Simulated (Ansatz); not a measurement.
## Molecular dynamics of Hf₄V₈H₁₅, charge -1

The input (input.yaml):

```yaml
accuracy: low
crystal:
  lattice:
    - [5.388546, 0.0, 0.0]
    - [0.0, 5.388546, 0.0]
    - [0.0, 0.0, 7.802992]
  atoms:
    - { symbol: Hf, position: [0.5177532, -0.03420875, 0.25169923] }
    - { symbol: Hf, position: [-0.0085533, 0.01253914, 0.50316258] }
    - { symbol: V, position: [-0.03322057, 0.23265529, 0.12027338] }
    - { symbol: V, position: [0.01007573, 0.74937013, 0.13221031] }
    - { symbol: V, position: [0.24143584, 0.49049726, 0.4058859] }
    - { symbol: V, position: [0.73691789, 0.50931734, 0.36586743] }
    - { symbol: H, position: [0.2974585, 0.822381, 0.44673409] }
    - { symbol: H, position: [0.30587138, 0.19839797, 0.05684547] }
    - { symbol: H, position: [0.30934139, 0.31589953, 0.81704782] }
    - { symbol: H, position: [0.1771788, 0.29211697, 0.57119956] }
    - { symbol: H, position: [0.33278242, 0.63565267, 0.20312991] }
    - { symbol: H, position: [0.19147917, 0.69201249, 0.95709242] }
    - { symbol: H, position: [0.18489865, 0.83311364, 0.70701268] }
    - { symbol: H, position: [0.1742031, 0.11437767, 0.28390661] }
    - { symbol: Hf, position: [0.00508482, 0.51654856, 0.75971244] }
    - { symbol: Hf, position: [0.50043609, 0.50874171, -0.01586607] }
    - { symbol: V, position: [0.49992344, 0.73034791, 0.62678354] }
    - { symbol: V, position: [0.49918551, 0.24939348, 0.62930696] }
    - { symbol: V, position: [0.72920593, 0.01927028, 0.89022937] }
    - { symbol: V, position: [0.23098332, 0.00492166, 0.88882281] }
    - { symbol: H, position: [0.8282726, 0.35768449, 0.94460696] }
    - { symbol: H, position: [0.78988558, 0.67009632, 0.5665124] }
    - { symbol: H, position: [0.85041749, 0.83008155, 0.31543476] }
    - { symbol: H, position: [0.81530219, 0.19472044, 0.69387814] }
    - { symbol: H, position: [0.68245204, 0.1988081, 0.44357577] }
    - { symbol: H, position: [0.60984475, 0.32486154, 0.19602815] }
    - { symbol: H, position: [0.67717199, 0.71961191, 0.8241121] }
total_charge: -1
basis:
  ecutwfc: 200.0
kpoints:
  mp_grid: { grid: [2, 2, 2] }
hamiltonian:
  xc: lda
scf:
  occupations: { method: fermi_dirac, width: 0.05 }
  lower_state_search: "off"
md:
  timestep: 0.5
  n_steps: 200
  ensemble: nve
  temperature: 800.0
  initial_velocities: maxwell_boltzmann
  seed: 348113
```

Launched with:

```bash
$ ansatz run input.yaml --threads 2 --pin off --max-ram 5120MiB --backend cpu --events-out ev --progress --plain --runs-dir out
```

It goes on from the last frame of an earlier run, with new velocities.

Output, in part (step lines):

```
md step     0: t =     0.00 fs  T =   800.0 K  F+E_penalty+E_count = -84936.00654529 eV  E_kin = 2.688608 eV  conserved = -84933.31793731 eV  (11 SCF iters)
md step     1: t =     0.50 fs  T =   799.1 K  F+E_penalty+E_count = -84936.00367763 eV  E_kin = 2.685738 eV  conserved = -84933.31793917 eV  (7 SCF iters)
md step     2: t =     1.00 fs  T =   791.1 K  F+E_penalty+E_count = -84935.97651000 eV  E_kin = 2.658649 eV  conserved = -84933.31786124 eV  (7 SCF iters)
md step     3: t =     1.50 fs  T =   776.3 K  F+E_penalty+E_count = -84935.92669300 eV  E_kin = 2.608997 eV  conserved = -84933.31769634 eV  (7 SCF iters)
md step     4: t =     2.00 fs  T =   755.7 K  F+E_penalty+E_count = -84935.85731023 eV  E_kin = 2.539873 eV  conserved = -84933.31743721 eV  (7 SCF iters)
md step     5: t =     2.50 fs  T =   730.7 K  F+E_penalty+E_count = -84935.77295414 eV  E_kin = 2.455872 eV  conserved = -84933.31708234 eV  (3 SCF iters)
md step     6: t =     3.00 fs  T =   703.1 K  F+E_penalty+E_count = -84935.67970798 eV  E_kin = 2.363065 eV  conserved = -84933.31664260 eV  (4 SCF iters)
md step     7: t =     3.50 fs  T =   675.1 K  F+E_penalty+E_count = -84935.58493599 eV  E_kin = 2.268789 eV  conserved = -84933.31614716 eV  (3 SCF iters)
[... lines left out ...]
md step   200: t =   100.00 fs  T =   985.6 K  F+E_penalty+E_count = -84936.62943908 eV  E_kin = 3.312333 eV  conserved = -84933.31710657 eV  (7 SCF iters)
```

The steps, from the saved trajectory:

```json
{"time (fs)": "0.0", "T (K)": "800", "potential energy less start (eV)": "0.000", "conserved less start (meV/atom)": "0.00"}
{"time (fs)": "3.0", "T (K)": "703", "potential energy less start (eV)": "0.327", "conserved less start (meV/atom)": "0.05"}
{"time (fs)": "6.0", "T (K)": "607", "potential energy less start (eV)": "0.652", "conserved less start (meV/atom)": "0.11"}
{"time (fs)": "9.0", "T (K)": "727", "potential energy less start (eV)": "0.246", "conserved less start (meV/atom)": "0.00"}
{"time (fs)": "12.0", "T (K)": "767", "potential energy less start (eV)": "0.113", "conserved less start (meV/atom)": "0.05"}
{"time (fs)": "15.0", "T (K)": "765", "potential energy less start (eV)": "0.119", "conserved less start (meV/atom)": "0.02"}
{"time (fs)": "18.0", "T (K)": "689", "potential energy less start (eV)": "0.375", "conserved less start (meV/atom)": "0.07"}
{"time (fs)": "21.0", "T (K)": "689", "potential energy less start (eV)": "0.374", "conserved less start (meV/atom)": "0.07"}
{"time (fs)": "24.0", "T (K)": "766", "potential energy less start (eV)": "0.114", "conserved less start (meV/atom)": "0.04"}
{"time (fs)": "27.0", "T (K)": "825", "potential energy less start (eV)": "-0.082", "conserved less start (meV/atom)": "0.06"}
{"time (fs)": "30.0", "T (K)": "889", "potential energy less start (eV)": "-0.300", "conserved less start (meV/atom)": "0.01"}
{"time (fs)": "33.0", "T (K)": "820", "potential energy less start (eV)": "-0.066", "conserved less start (meV/atom)": "0.06"}
{"time (fs)": "36.0", "T (K)": "783", "potential energy less start (eV)": "0.059", "conserved less start (meV/atom)": "0.07"}
{"time (fs)": "39.0", "T (K)": "856", "potential energy less start (eV)": "-0.186", "conserved less start (meV/atom)": "0.05"}
{"time (fs)": "42.0", "T (K)": "912", "potential energy less start (eV)": "-0.377", "conserved less start (meV/atom)": "0.02"}
{"time (fs)": "45.0", "T (K)": "831", "potential energy less start (eV)": "-0.102", "conserved less start (meV/atom)": "0.04"}
{"time (fs)": "48.0", "T (K)": "748", "potential energy less start (eV)": "0.177", "conserved less start (meV/atom)": "0.10"}
{"time (fs)": "51.0", "T (K)": "840", "potential energy less start (eV)": "-0.135", "conserved less start (meV/atom)": "0.01"}
{"time (fs)": "54.0", "T (K)": "850", "potential energy less start (eV)": "-0.168", "conserved less start (meV/atom)": "0.05"}
{"time (fs)": "57.0", "T (K)": "854", "potential energy less start (eV)": "-0.181", "conserved less start (meV/atom)": "0.06"}
{"time (fs)": "60.0", "T (K)": "906", "potential energy less start (eV)": "-0.357", "conserved less start (meV/atom)": "0.02"}
{"time (fs)": "63.0", "T (K)": "876", "potential energy less start (eV)": "-0.255", "conserved less start (meV/atom)": "0.04"}
{"time (fs)": "66.0", "T (K)": "821", "potential energy less start (eV)": "-0.070", "conserved less start (meV/atom)": "0.07"}
{"time (fs)": "69.0", "T (K)": "847", "potential energy less start (eV)": "-0.156", "conserved less start (meV/atom)": "0.04"}
{"time (fs)": "72.0", "T (K)": "845", "potential energy less start (eV)": "-0.151", "conserved less start (meV/atom)": "0.02"}
{"time (fs)": "75.0", "T (K)": "797", "potential energy less start (eV)": "0.012", "conserved less start (meV/atom)": "0.08"}
{"time (fs)": "78.0", "T (K)": "872", "potential energy less start (eV)": "-0.240", "conserved less start (meV/atom)": "0.03"}
{"time (fs)": "81.0", "T (K)": "926", "potential energy less start (eV)": "-0.421", "conserved less start (meV/atom)": "0.04"}
{"time (fs)": "84.0", "T (K)": "952", "potential energy less start (eV)": "-0.511", "conserved less start (meV/atom)": "0.04"}
{"time (fs)": "87.0", "T (K)": "963", "potential energy less start (eV)": "-0.546", "conserved less start (meV/atom)": "0.04"}
{"time (fs)": "90.0", "T (K)": "945", "potential energy less start (eV)": "-0.486", "conserved less start (meV/atom)": "0.07"}
{"time (fs)": "93.0", "T (K)": "978", "potential energy less start (eV)": "-0.596", "conserved less start (meV/atom)": "0.03"}
{"time (fs)": "96.0", "T (K)": "953", "potential energy less start (eV)": "-0.513", "conserved less start (meV/atom)": "0.05"}
{"time (fs)": "99.0", "T (K)": "956", "potential energy less start (eV)": "-0.523", "conserved less start (meV/atom)": "0.06"}
```

The run went to its last step. The conserved energy stayed within 0.12 meV per atom of its start (net change 0.031 meV per atom), so the integration is sound. A run of 0.1 ps of so small a system gives no equilibrium averages. The plane-wave cutoff is below what these datasets need, so energies and pressures aren't converged. Limits of this set-up: coarse k mesh, magnetic elements without spin, low accuracy level, charged cell in a uniform background, uncorrected.

Mean squared displacements from the first frame to the last, about the centre of mass: Hf 0.06 Å², V 0.12 Å², H 0.14 Å².

Last frame:

```xyz
27
Lattice="5.3885 0.0000 0.0000 0.0000 5.3885 0.0000 0.0000 0.0000 7.8030" Properties=species:S:1:pos:R:3
Hf 2.708 0.161 1.938
Hf 0.041 -0.072 3.974
V 0.184 1.241 0.951
V -0.121 4.409 0.963
V 1.579 2.714 2.728
V 3.837 2.614 2.970
H 1.773 4.314 3.449
H 1.714 0.961 0.450
H 1.647 1.671 6.443
H 0.963 1.775 4.244
H 1.903 3.874 1.357
H 0.808 3.586 7.403
H 0.957 4.245 5.427
H 0.884 1.184 2.678
Hf -0.043 2.669 5.791
Hf 2.674 2.706 0.081
V 2.767 4.033 4.846
V 2.565 0.993 5.215
V 3.961 -0.075 6.889
V 1.230 -0.027 6.801
H 4.678 1.731 7.314
H 4.588 3.598 4.455
H 4.228 4.298 2.448
H 4.304 0.975 5.414
H 3.636 0.967 3.577
H 3.879 1.619 1.481
H 3.693 3.494 6.282
```

Run time: 6.3 min on 2 CPU threads of a shared host.
